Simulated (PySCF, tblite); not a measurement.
# C6H9N2PSi: geometry, infrared bands and NMR shifts

Aim: predict the infrared bands and NMR shifts of C6H9N2PSi (`P[SiH2]/N=C/c1ccccn1`).

The runs use tblite 0.8.0 and PySCF 2.14.0, with density-fitted response routines of our own; the level of theory stands in each step. All values are computed, except where a source is named. Atoms are numbered from 0 throughout.

## (1) The starting structure

19 atoms, charge 0, multiplicity 1; geometry from: force field or distance geometry start.

Bonds of the start (Å): P0–Si1 2.20, Si1–N2 1.78, N2–C3 1.29, C3–C4 1.47, C4–C5 1.39, C5–C6 1.38, C6–C7 1.39, C7–C8 1.39, C8–N9 1.34, N9–C4 1.35, P0–H10 1.44, P0–H11 1.46, Si1–H12 1.45, Si1–H13 1.50, C3–H14 1.08, C5–H15 1.10, C6–H16 1.09, C7–H17 1.10, C8–H18 1.09.

## (2) Optimising the geometry with GFN2-xTB

What the job is given:

```
{"job": {"kind": "relax", "xc": "GFN2-xTB", "basis": "xTB"}, "charge": 0, "multiplicity": 1}
P      4.030800     1.170400     0.249000
Si     3.000700    -0.573500    -0.619400
N      1.250000    -0.579700    -0.324200
C      0.479800     0.436800    -0.514200
C     -0.949600     0.242100    -0.214100
C     -1.419200    -0.996000     0.220000
C     -2.758300    -1.191600     0.493700
C     -3.659200    -0.147500     0.336000
C     -3.153700     1.068700    -0.113400
N     -1.846300     1.238300    -0.371000
H      4.301600     2.189900    -0.737300
H      5.250100     0.688700     0.886200
H      3.365400    -0.742600    -2.012100
H      3.584000    -1.777500     0.063600
H      0.884900     1.377900    -0.849300
H     -0.691600    -1.812100     0.362700
H     -3.067800    -2.173500     0.843300
H     -4.729700    -0.281000     0.538700
H     -3.881700     1.871600    -0.230400
```

Launch:

```
$ OMP_NUM_THREADS=1 python probes_run.py task.json out
```

One launch serves the whole session: the jobs run in the order shown.

**Question.** This job is followed by: GFN2-xTB harmonic vibrations, gas phase; GIAO PBE0/pcSseg-1 NMR shielding, non-relativistic, gas phase. What will the session give for the following? strongest single infrared mode (GFN2-xTB); zero-point energy (GFN2-xTB); ¹³C shifts against TMS (PBE0/pcSseg-1); ¹H shifts against TMS (PBE0/pcSseg-1, means over atoms taken as alike); ³¹P shifts against H3PO4 (PBE0/pcSseg-1); ²⁹Si shifts against TMS (PBE0/pcSseg-1); ¹⁵N shifts against NH3 (PBE0/pcSseg-1).

As calculated:

```
                                                              quantity                                         value
                             strongest single infrared mode (GFN2-xTB)                          643 cm⁻¹, 315 km/mol
                                          zero-point energy (GFN2-xTB)                                 81.7 kcal/mol
                                ¹³C shifts against TMS (PBE0/pcSseg-1)  182.2, 159.9, 155.1, 142.2, 131.1, 128.4 ppm
¹H shifts against TMS (PBE0/pcSseg-1, means over atoms taken as alike)  9.06, 9.04, 8.67, 8.12, 7.50, 5.79, 1.06 ppm
                              ³¹P shifts against H3PO4 (PBE0/pcSseg-1)                                    -304.5 ppm
                               ²⁹Si shifts against TMS (PBE0/pcSseg-1)                                     -32.0 ppm
                                ¹⁵N shifts against NH3 (PBE0/pcSseg-1)                              379.8, 365.5 ppm
```

Over 134 steps the energy fell by 1.023 eV; of the close pairs, P0–H11 changed most, 1.458 to 1.381 Å. No mode is imaginary among the 51: a minimum at this level. The strongest single mode, at 643 cm⁻¹, is spread over several atoms, H12, H11, H13 among them. GFN2-xTB is a fitted tight-binding method: band positions and strengths are rough. Its intensities can rank the bands wrongly. At PBE0/pcSseg-1: The largest span, 790 ppm, is at N2, where the paramagnetic term is -441 ppm. NICS(1)zz of -27 ppm above the planar ring from C4 marks a diatropic (aromatic) ring current.
